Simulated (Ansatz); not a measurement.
What does this script print? It uses the Ansatz DFT code, driven from Python.

`f3gah3n_opt.py`
```python
"""Minimum-energy structure of F3GaH3N."""

import itertools
import warnings

import ansatz as az
from ase.data import atomic_numbers, covalent_radii
import numpy as np

GEOMETRY = """
N    -0.86740   -0.15290    0.51750
Ga    0.73960    0.07510   -0.42540
F     1.97360   -0.87520    0.39840
F     0.63050   -0.50840   -2.10600
F     1.22230    1.79660   -0.47170
H    -1.20030   -1.09680    0.52550
H    -0.78720    0.24080    1.48960
H    -1.61890    0.46370    0.01620
"""

warnings.simplefilter("ignore", az.DeckWarning)

geometry = az.Crystal.molecule()
for line in GEOMETRY.strip().splitlines():
    symbol, *xyz = line.split()
    geometry = geometry.atom(symbol, [float(v) for v in xyz])

calc = (
    geometry.calculation()
    .basis(gaussian="def2-SVP")
    .functional("PBE0")
    .accuracy("medium")
    .scf(lower_state_search="light")
)
symbols = [site.symbol for site in geometry.cartesian_sites]
start = np.array([site.position_ang for site in geometry.cartesian_sites], dtype=float)
def progress(event):
    if event["event"] == "relax_step":
        row = event["data"]
        print(f"step {row['step']:3d}  E = {row['lagrangian_ev']:.6f} eV  largest force component {row['allowed_force_max_ev_ang']:.4f} eV/A")


report = calc.relax(force_tolerance=0.005).session().plan().execute(on_event=progress).report
end = np.array(report["positions_ang"])

print("reference energy %16.6f eV" % report["reference_energy_ev"])
print("total energy     %16.6f eV" % report["free_energy_ev"])
print("occupied orbitals outside the frozen core (up, down):", report["n_occupied"], " frozen:", report["n_frozen"], " virtual:", report["n_virtual"])

# pairs closer than 1.2 times the sum of covalent radii, before or after
radius = [covalent_radii[atomic_numbers[s]] for s in symbols]
span = lambda where, i, j: np.linalg.norm(where[i] - where[j])
bonded = [(i, j) for i, j in itertools.combinations(range(len(symbols)), 2) if min(span(start, i, j), span(end, i, j)) < 1.2 * (radius[i] + radius[j])]
print("pair        before    after (A)")
for i, j in bonded:
    print(f"{symbols[i]}{i}-{symbols[j]}{j}".ljust(10), f"{span(start, i, j):8.4f} {span(end, i, j):8.4f}")
for first, second in list(itertools.combinations(bonded, 2)):
    shared = set(first) & set(second)
    if shared and symbols[(j := shared.pop())] != "H":
        i, k = sorted((set(first) | set(second)) - {j})
        u, v = end[i] - end[j], end[k] - end[j]
        angle = np.degrees(np.arccos(np.clip(u @ v / np.linalg.norm(u) / np.linalg.norm(v), -1, 1)))
        print(f"final angle {symbols[i]}{i}-{symbols[j]}{j}-{symbols[k]}{k}: {angle:.2f} deg")
with open("f3gah3n_opt.xyz", "w") as handle:
    handle.write(f"{len(symbols)}\nrelaxed F3GaH3N\n")
    handle.writelines(f"{s:2s} {x:11.6f} {y:11.6f} {z:11.6f}\n" for s, (x, y, z) in zip(symbols, end))
```

```console
$ python f3gah3n_opt.py
step   1  E = -62040.954610 eV  largest force component 3.4666 eV/A
step   2  E = -62041.415597 eV  largest force component 1.6764 eV/A
step   3  E = -62041.543340 eV  largest force component 0.0798 eV/A
step   4  E = -62041.544434 eV  largest force component 0.0791 eV/A
step   5  E = -62041.544937 eV  largest force component 0.0240 eV/A
step   6  E = -62041.545087 eV  largest force component 0.0059 eV/A
step   7  E = -62041.523793 eV  largest force component 0.9223 eV/A
step   8  E = -62041.547914 eV  largest force component 0.0401 eV/A
step   9  E = -62041.549829 eV  largest force component 0.2203 eV/A
step  10  E = -62041.552786 eV  largest force component 0.3533 eV/A
step  11  E = -62041.559585 eV  largest force component 0.3751 eV/A
step  12  E = -62041.577389 eV  largest force component 0.0388 eV/A
step  13  E = -62041.581778 eV  largest force component 0.1752 eV/A
step  14  E = -62041.581422 eV  largest force component 0.2667 eV/A
step  15  E = -62041.583963 eV  largest force component 0.0368 eV/A
step  16  E = -62041.584709 eV  largest force component 0.0027 eV/A
step  17  E = -62041.584831 eV  largest force component 0.0318 eV/A
step  18  E = -62041.584000 eV  largest force component 0.1895 eV/A
step  19  E = -62041.584877 eV  largest force component 0.0006 eV/A
reference energy    -62041.584907 eV
total energy        -62041.584907 eV
occupied orbitals outside the frozen core (up, down): [34, 34]  frozen: 0  virtual: [69, 69]
pair        before    after (A)
N0-Ga1       1.8771   2.0534
N0-H5        1.0009   1.0213
N0-H6        1.0519   1.0213
N0-H7        1.0937   1.0213
Ga1-F2       1.7620   1.7553
Ga1-F3       1.7824   1.7553
Ga1-F4       1.7885   1.7553
final angle Ga1-N0-H5: 110.24 deg
final angle Ga1-N0-H6: 110.25 deg
final angle Ga1-N0-H7: 110.25 deg
final angle N0-Ga1-F2: 100.03 deg
final angle N0-Ga1-F3: 100.02 deg
final angle N0-Ga1-F4: 100.04 deg
final angle H5-N0-H6: 108.68 deg
final angle H5-N0-H7: 108.68 deg
final angle H6-N0-H7: 108.68 deg
final angle F2-Ga1-F3: 117.04 deg
final angle F2-Ga1-F4: 117.03 deg
final angle F3-Ga1-F4: 117.03 deg
```

File `f3gah3n_opt.xyz` afterwards:
```text
8
relaxed F3GaH3N
N    -0.866038   -0.104224    0.480951
Ga    0.920293    0.093481   -0.512220
F     2.016086   -0.550210    0.698596
F     0.602271   -0.911866   -1.915561
F     0.940172    1.830646   -0.763296
H    -1.497361   -0.710923   -0.044869
H    -0.713610   -0.512563    1.404619
H    -1.309613    0.808558    0.595879
```

What to keep in mind:
- These settings explore the input space; basis and method may be short of convergence.
- The end point is the stationary point reached from this start; no frequency run checks that it is a minimum, and the basis set is modest.
- The whole script took 68 s on 1 thread of AMD EPYC 9B14 (Zen 4), on a shared host, peak memory 0.32 GiB.
